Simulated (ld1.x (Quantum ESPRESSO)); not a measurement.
**Pseudopotential generation for W: ultrasoft, PBEsol**

Task: generate the file, and judge it by its errors in other configurations, its logarithmic derivatives, its ghosts and its cutoff.

Method: ld1.x (Quantum ESPRESSO) 7.5, PBEsol, scalar-relativistic.

## (1) The design

The settings as typed:

```json
{
  "element": "tungsten (W, Z = 74)",
  "type": "ultrasoft",
  "frozen core": "[Xe]",
  "valence charge": "20",
  "reference configuration": "4f14 5d4 6s2 6p0",
  "partial waves": "6s (bound): rcut 2.25, rcutus 3.00 bohr; 6s channel at 0.3 Ry: rcut 2.25, rcutus 3.00 bohr; 6p (bound, empty): rcut 2.90, rcutus 3.25 bohr; 6p channel at 1.1 Ry: rcut 2.90, rcutus 3.25 bohr; 5d (bound): rcut 1.75, rcutus 2.10 bohr; 5d channel at 0.05 Ry: rcut 1.75, rcutus 2.10 bohr; 4f (bound): rcut 0.75, rcutus 0.95 bohr; 4f channel at -1.3 Ry: rcut 0.75, rcutus 0.95 bohr",
  "local potential": "all-electron potential smoothed inside 1.25 bohr (lloc = -1)",
  "core correction": "not asked for",
  "augmentation charge": "PSQ, inside the norm-conserving radii"
}
```

## (2) Generation

The input, W.in:

```
 &input
   title='W', zed=74., rel=1, dft='PBESOL', iswitch=3,
   config='[Xe] 4f14 5d4 6s2 6p0',
   nld=4, rlderiv=3.55, eminld=-4.0, emaxld=5.0, deld=0.02
 /
 &inputp
   pseudotype=3, tm=.true., lloc=-1, rcloc=1.25,
   nlcc=.false.,
   which_augfun='PSQ', rmatch_augfun_nc=.true.,
   file_pseudopw='W.UPF', file_wfcaegen='ae.wfc', file_wfcncgen='nc.wfc', file_beta='beta', file_chi='chi', file_wfcusgen='us.wfc'
 /
8
6S  1  0   2.00   0.00  2.25  3.00  0.0
6S  1  0   0.00   0.30  2.25  3.00  0.0
6P  2  1   0.00   0.00  2.90  3.25  0.0
6P  2  1   0.00   1.10  2.90  3.25  0.0
5D  3  2   4.00   0.00  1.75  2.10  0.0
5D  3  2   0.00   0.05  1.75  2.10  0.0
4F  4  3  14.00   0.00  0.75  0.95  0.0
4F  4  3   0.00  -1.30  0.75  0.95  0.0
 &test
   configts(1)='4f14 5d4 6s2 6p0'
 /
```

Started as:

```sh
$ ld1.x < W.in > W.out
```

Output in W.out (without the banner and most projector matrices):

```text
     Program LD1 v.7.5
     --------------------------- All-electron run ----------------------------

     W
     scalar relativistic calculation

     atomic number is 74.00
     dft =PBESOL   lsd =0 sic =0 latt =0  beta=0.20 tr2=1.0E-14
     Exchange-correlation= PBESOL
                           (   1   4  10   8   0   0   0)
     mesh =1273 r(mesh) =  99.08072 a.u. xmin = -7.00 dx = 0.01250
     1 Ry =  13.60569312 eV, c = 137.03599908

     n l     nl                  e(Ry)          e(Ha)          e(eV)
     1 0     1S 1( 2.00)     -5106.1401     -2553.0700    -69472.5750
     2 0     2S 1( 2.00)      -881.3270      -440.6635    -11991.0646
     2 1     2P 1( 6.00)      -770.7920      -385.3960    -10487.1593
     3 0     3S 1( 2.00)      -202.9587      -101.4793     -2761.3933
     3 1     3P 1( 6.00)      -170.2322       -85.1161     -2316.1277
     4 0     4S 1( 2.00)       -41.8458       -20.9229      -569.3409
     4 1     4P 1( 6.00)       -31.1112       -15.5556      -423.2890
     3 2     3D 1(10.00)      -132.5923       -66.2962     -1804.0105
     5 0     5S 1( 2.00)        -5.8143        -2.9071       -79.1074
     5 1     5P 1( 6.00)        -3.1767        -1.5883       -43.2212
     4 2     4D 1(10.00)       -17.5123        -8.7561      -238.2667
     4 3     4F 1(14.00)        -2.4430        -1.2215       -33.2382
     5 2     5D 1( 4.00)        -0.3316        -0.1658        -4.5117
     6 0     6S 1( 2.00)        -0.4223        -0.2112        -5.7458
     6 1     6P 1( 0.00)        -0.0979        -0.0489        -1.3315

     final scf error:  2.3E-15 reached in  33 iterations

     Etot =  -32275.537659 Ry,  -16137.768830 Ha, -439131.060773 eV

     Ekin =   35567.121355 Ry,   17783.560677 Ha,  483915.338422 eV
     Encl =  -79818.466412 Ry,  -39909.233206 Ha,-1085985.559547 eV
     Eh   =   12611.683664 Ry,    6305.841832 Ha,  171590.697692 eV
     Exc  =    -635.876266 Ry,    -317.938133 Ha,   -8651.537340 eV

     normalization and overlap integrals

     s(1S/1S) =  1.000000  <r> =   0.0183  <r2> =    0.0005  r(max) =   0.0115
     s(2S/2S) =  1.000000  <r> =   0.0776  <r2> =    0.0071  r(max) =   0.0653
     s(2P/2P) =  1.000000  <r> =   0.0694  <r2> =    0.0059  r(max) =   0.0541
     s(3S/3S) =  1.000000  <r> =   0.2011  <r2> =    0.0462  r(max) =   0.1842
     s(3P/3P) =  1.000000  <r> =   0.2014  <r2> =    0.0470  r(max) =   0.1842
     s(4S/4S) =  1.000000  <r> =   0.4496  <r2> =    0.2282  r(max) =   0.4204
     s(4P/4P) =  1.000000  <r> =   0.4781  <r2> =    0.2601  r(max) =   0.4419
     s(3D/3D) =  1.000000  <r> =   0.1824  <r2> =    0.0390  r(max) =   0.1490
     s(5S/5S) =  1.000000  <r> =   1.0667  <r2> =    1.2791  r(max) =   0.9593
     s(5P/5P) =  1.000000  <r> =   1.2493  <r2> =    1.7719  r(max) =   1.0870
     s(4D/4D) =  1.000000  <r> =   0.5115  <r2> =    0.3032  r(max) =   0.4531
     s(4F/4F) =  1.000000  <r> =   0.6078  <r2> =    0.4646  r(max) =   0.4310
     s(5D/5D) =  1.000000  <r> =   2.0716  <r2> =    5.2601  r(max) =   1.4858
     s(6S/6S) =  1.000000  <r> =   3.1621  <r2> =   11.4190  r(max) =   2.6404
     s(6P/6P) =  1.000000  <r> =   4.7859  <r2> =   27.0086  r(max) =   3.7004

     ------------------------ End of All-electron run ------------------------

     --------------------- Generating US pseudopotential ---------------------

      Generating local potential from pseudized AE potential:
      Matching radius rcloc =   1.2500

      Local pseudo, rcloc= 1.247 Estimated cut-off energy=    16.06 Ry
      Wfc-us  6S rcutus= 2.992  Estimated cut-off energy=     5.18 Ry
      Wfc-us  6S rcutus= 2.992  Estimated cut-off energy=     6.73 Ry
      Wfc-us  6P rcutus= 3.225  Estimated cut-off energy=     7.00 Ry
      Wfc-us  6P rcutus= 3.225  Estimated cut-off energy=     9.37 Ry
      Wfc-us  5D rcutus= 2.108  Estimated cut-off energy=    25.78 Ry
      Wfc-us  5D rcutus= 2.108  Estimated cut-off energy=    27.19 Ry
      Wfc-us  4F rcutus= 0.947  Estimated cut-off energy=   178.05 Ry
      Wfc-us  4F rcutus= 0.947  Estimated cut-off energy=   193.33 Ry

     Q pseudized with Bessel functions
     Expected ecutrho=    1001.3558 due to l1=  3   l2=  3

     ------------------- End of pseudopotential generation -------------------

     [... the all-electron block is printed once more ...]


     Computing logarithmic derivative in   3.54205
     Computing logarithmic derivative in   3.54205
     Computing the partial wave expansion
     R is outside the sphere for l=    0 j= 0.00
     R is outside the sphere for l=    0 j= 0.00
     R is outside the sphere for l=    1 j= 0.00
     R is outside the sphere for l=    1 j= 0.00
     R is outside the sphere for l=    2 j= 0.00
     R is outside the sphere for l=    2 j= 0.00
     R is outside the sphere for l=    3 j= 0.00
     R is outside the sphere for l=    3 j= 0.00

     ---------------------- Testing the pseudopotential ----------------------

     W
     scalar relativistic calculation

     atomic number is 74.00   valence charge is 20.00
     dft =PBESOL   lsd =0 sic =0 latt =0  beta=0.20 tr2=1.0E-14
     mesh =1273 r(mesh) =  99.08072 xmin = -7.00 dx = 0.01250

     n l     nl             e AE (Ry)        e PS (Ry)    De AE-PS (Ry)
     4 3     4F   1(14.00)       -2.44296       -2.44297        0.00001
     3 2     5D   1( 4.00)       -0.33160       -0.33160        0.00000
     1 0     6S   1( 2.00)       -0.42231       -0.42231        0.00000
     2 1     6P   1( 0.00)       -0.09787       -0.09787        0.00000

     eps = 3.3E-15  iter =  6

     Etot =  -32275.537659 Ry,  -16137.768830 Ha, -439131.060773 eV
     Etotps =  -427.618843 Ry,    -213.809421 Ha,   -5818.050745 eV

     Ekin =     212.181119 Ry,     106.090559 Ha,    2886.871185 eV
     Encl =   -1126.907574 Ry,    -563.453787 Ha,  -15332.358624 eV
     Ehrt =     404.568970 Ry,     202.284485 Ha,    5504.441255 eV
     Ecxc =     -42.653945 Ry,     -21.326973 Ha,    -580.336489 eV
     Epseu=     125.192588 Ry,      62.596294 Ha,    1703.331928 eV

     ---------------------- End of pseudopotential test ----------------------
```

Run time: 1.7 s. Hardware: 1 thread of Neoverse-V1, shared host. This counts the later configuration tests of the new file too.

Partial waves on a coarse radial grid (AE all-electron, PS pseudo):

```
r (bohr)    6s AE   6s PS
   0.163  -0.1233  0.0650
   0.325   0.1778  0.1290
   0.488   0.0487  0.1919
   0.650  -0.1956  0.2525
   0.813  -0.2990  0.3108
   0.975  -0.2587  0.3655
   1.138  -0.1347  0.4167
   1.300   0.0193  0.4633
   1.463   0.1727  0.5055
   1.625   0.3070  0.5423
   1.788   0.4174  0.5738
   1.950   0.5018  0.5994
   2.113   0.5632  0.6192
   2.275   0.6038  0.6328
   2.438   0.6275  0.6402
   2.600   0.6371  0.6414
   2.763   0.6355  0.6363
   2.925   0.6251  0.6251
   3.088   0.6079  0.6079
   3.250   0.5857  0.5857
   3.413   0.5598  0.5598
   3.575   0.5316  0.5316
   3.738   0.5017  0.5017
   3.900   0.4713  0.4713
   4.063   0.4407  0.4407
   4.225   0.4107  0.4107
```

## (3) Configuration tests

The input, W.test.in:

```
 &input
   title='W', zed=74., rel=1, dft='PBESOL', iswitch=2,
   config='[Xe] 4f14 5d4 6s2 6p0'
 /
 &test
   file_pseudo='W.UPF', nconf=8,
   configts(1)='4f14 5d4 6s2 6p0',
   configts(2)='4f14 5d4 6s1 6p0',
   configts(3)='4f14 5d4 6s0 6p0',
   configts(4)='4f14 5d3 6s0 6p0',
   configts(5)='4f14 5d4 6s0 6p1',
   configts(6)='4f14 5d5 6s0 6p0',
   configts(7)='4f13 5d4 6s2 6p0',
   configts(8)='4f14 5d4 6s1 6p1'
 /
```

Started as:

```sh
$ ld1.x < W.test.in > W.test.out
```

W.test.out, the pseudopotential blocks:

```text
     ---------------------- Testing the pseudopotential ----------------------

     W
     scalar relativistic calculation

     atomic number is 74.00   valence charge is 20.00
     dft =PBESOL   lsd =0 sic =0 latt =0  beta=0.20 tr2=1.0E-14
     mesh =1273 r(mesh) =  99.08072 xmin = -7.00 dx = 0.01250

     n l     nl             e AE (Ry)        e PS (Ry)    De AE-PS (Ry)
     4 3     4F   1(14.00)       -2.44296       -2.44297        0.00001
     3 2     5D   1( 4.00)       -0.33160       -0.33160        0.00000
     1 0     6S   1( 2.00)       -0.42231       -0.42231        0.00000
     2 1     6P   1( 0.00)       -0.09787       -0.09787        0.00000

     eps = 3.9E-15  iter =  6

     Etot =  -32275.537659 Ry,  -16137.768830 Ha, -439131.060774 eV
     Etotps =  -427.618843 Ry,    -213.809421 Ha,   -5818.050745 eV

     Ekin =     212.181119 Ry,     106.090559 Ha,    2886.871185 eV
     Encl =   -1126.907574 Ry,    -563.453787 Ha,  -15332.358625 eV
     Ehrt =     404.568970 Ry,     202.284485 Ha,    5504.441256 eV
     Ecxc =     -42.653945 Ry,     -21.326973 Ha,    -580.336489 eV
     Epseu=     125.192588 Ry,      62.596294 Ha,    1703.331928 eV

     ---------------------- End of pseudopotential test ----------------------

     ---------------------- Testing the pseudopotential ----------------------

     W
     [...]
     n l     nl             e AE (Ry)        e PS (Ry)    De AE-PS (Ry)
     4 3     4F   1(14.00)       -2.99442       -2.99224       -0.00218
     3 2     5D   1( 4.00)       -0.86540       -0.86611        0.00070
     1 0     6S   1( 1.00)       -0.89848       -0.89796       -0.00052
     2 1     6P   1( 0.00)       -0.49824       -0.49821       -0.00003

     eps = 7.6E-15  iter = 13

     Etot =  -32274.881712 Ry,  -16137.440856 Ha, -439122.136149 eV
     Etotps =  -426.962812 Ry,    -213.481406 Ha,   -5809.124996 eV
     dEtot_ae =       0.655948 Ry
     dEtot_ps =       0.656031 Ry,   Delta E=      -0.000083 Ry

     [...]
     ---------------------- End of pseudopotential test ----------------------

     ---------------------- Testing the pseudopotential ----------------------

     W
     [...]
     n l     nl             e AE (Ry)        e PS (Ry)    De AE-PS (Ry)
     4 3     4F   1(14.00)       -3.62544       -3.62736        0.00192
     3 2     5D   1( 4.00)       -1.46302       -1.46388        0.00086
     1 0     6S   1( 0.00)       -1.41469       -1.40903       -0.00566  !
     2 1     6P   1( 0.00)       -0.94600       -0.94226       -0.00374

     eps = 3.6E-15  iter = 16

     Etot =  -32273.728137 Ry,  -16136.864069 Ha, -439106.440969 eV
     Etotps =  -425.811121 Ry,    -212.905560 Ha,   -5793.455436 eV
     dEtot_ae =       1.809522 Ry
     dEtot_ps =       1.807722 Ry,   Delta E=       0.001800 Ry

     [...]
     ---------------------- End of pseudopotential test ----------------------
```

5 tests gave no usable energy difference (4f14 5d3 6s0 6p0; 4f14 5d4 6s0 6p1; 4f14 5d5 6s0 6p0; 4f13 5d4 6s2 6p0; others); the test run stopped with "negative rho".

The tests as a table, with energies relative to 4f14 5d4 6s2 6p0.

| valence configuration | charge | ΔE all-electron (eV) | error AE − PS (meV) |
| --- | --- | --- | --- |
| 4f14 5d4 6s1 6p0 | +1 | 8.925 | -1.1 |
| 4f14 5d4 6s0 6p0 | +2 | 24.620 | +24 |

## (4) Does it scatter like the atom?

Taken from the files of the generation run. The phase is arctan(r·u′/u) with u = r·R, unwrapped, with energies in Ry. A pole is an energy at which the radial function vanishes at the test radius. The pseudo phase is shifted by a multiple of π to meet the all-electron one at the reference energy. Levels narrower than the energy grid can be missing from the poles. Left out: s, where the overlap operator is not positive , so their phases aren't trusted. The last column is the largest difference on the grid between −1 and +1 Ry.

```tsv
channel	radius (bohr)	reference (Ry)	poles AE	poles PS	window around the reference with phases within 0.05 rad (Ry)	largest difference near zero (rad)
p	3.54	-0.10	-3.16, 1.23	1.23, 4.64	-3.1 to 2.8	0.000
d	3.54	-0.33	-0.18, 2.99	-0.18, 2.97	below 4.6	0.000
f	3.54	-2.44	-2.45, 2.19	-2.45, 2.19	the whole range	0.000
```

Phases (rad) along the scan:

```
E (Ry)    p AE    p PS    d AE    d PS
 -4.00   1.421  -1.719   1.429   1.429
 -3.52   1.407  -1.730   1.419   1.419
 -3.04  -1.733  -1.744   1.407   1.407
 -2.56  -1.759  -1.762   1.392   1.392
 -2.08  -1.786  -1.787   1.371   1.371
 -1.60  -1.825  -1.826   1.340   1.340
 -1.12  -1.893  -1.893   1.282   1.282
 -0.64  -2.050  -2.050   1.071   1.071
 -0.16  -2.736  -2.736  -1.590  -1.590
  0.32  -4.271  -4.272  -1.860  -1.860
  0.80  -4.603  -4.603  -2.187  -2.187
  1.28  -4.722  -4.722  -3.554  -3.558
  1.76  -4.801  -4.802  -4.393  -4.395
  2.24  -4.887  -4.892  -4.588  -4.590
  2.72  -5.037  -5.076  -4.677  -4.679
  3.20  -5.588  -6.190  -4.737  -4.740
  3.68  -7.205  -7.548  -4.791  -4.797
  4.16  -7.603  -7.757  -4.857  -4.872
  4.64  -7.722  -7.854  -4.977  -5.033
```

## (5) Plane-wave convergence, by spherical Bessel functions

This step uses the generator's waves and projectors in a separate script. Basis: spherical Bessel functions vanishing at 20 bohr, q² up to the cutoff; potential fixed at the reference.

No cutoffs are read. The overlap operator is not positive in s (lowest eigenvalue -0.223), so the test is not defined there. Ghost test: ghost state, bound below the all-electron valence or empty levels of the same l: p at -185.6 eV (s not tested).

## (6) What came out

| quantity | value |
| --- | --- |
| cutoffs | not determined |
| bound ghosts | p at -185.57 eV |
| largest test error (AE − PS) | +24 meV, for 4f14 5d4 6s0 6p0 (5 tests unsolved) |
| largest phase difference near zero energy, channels read | 0.000 rad |
| lowest eigenvalue of the overlap (Bessel basis) | -0.223 (s) |
| density cutoff estimated by the generator | 1001 Ry |

**Reading.** It has a bound ghost (p), a state that the atom doesn't have, and that rules the file out. The overlap operator is not positive definite in s, so a plane-wave run would break down once the basis is large enough. By total energies transferability is good where solved: the largest error is 24 meV on 24.6 eV, for 4f14 5d4 6s0 6p0. Atomic tests can pass in spite of a ghost, since they solve only for the levels asked. The test run broke off, so later configurations gave nothing; the verdict rests on few tests. No cutoffs are read. Near zero energy the phases of the channels with partial waves that could be evaluated agree within 0.001 rad. All of this concerns the isolated atom, not yet a solid.
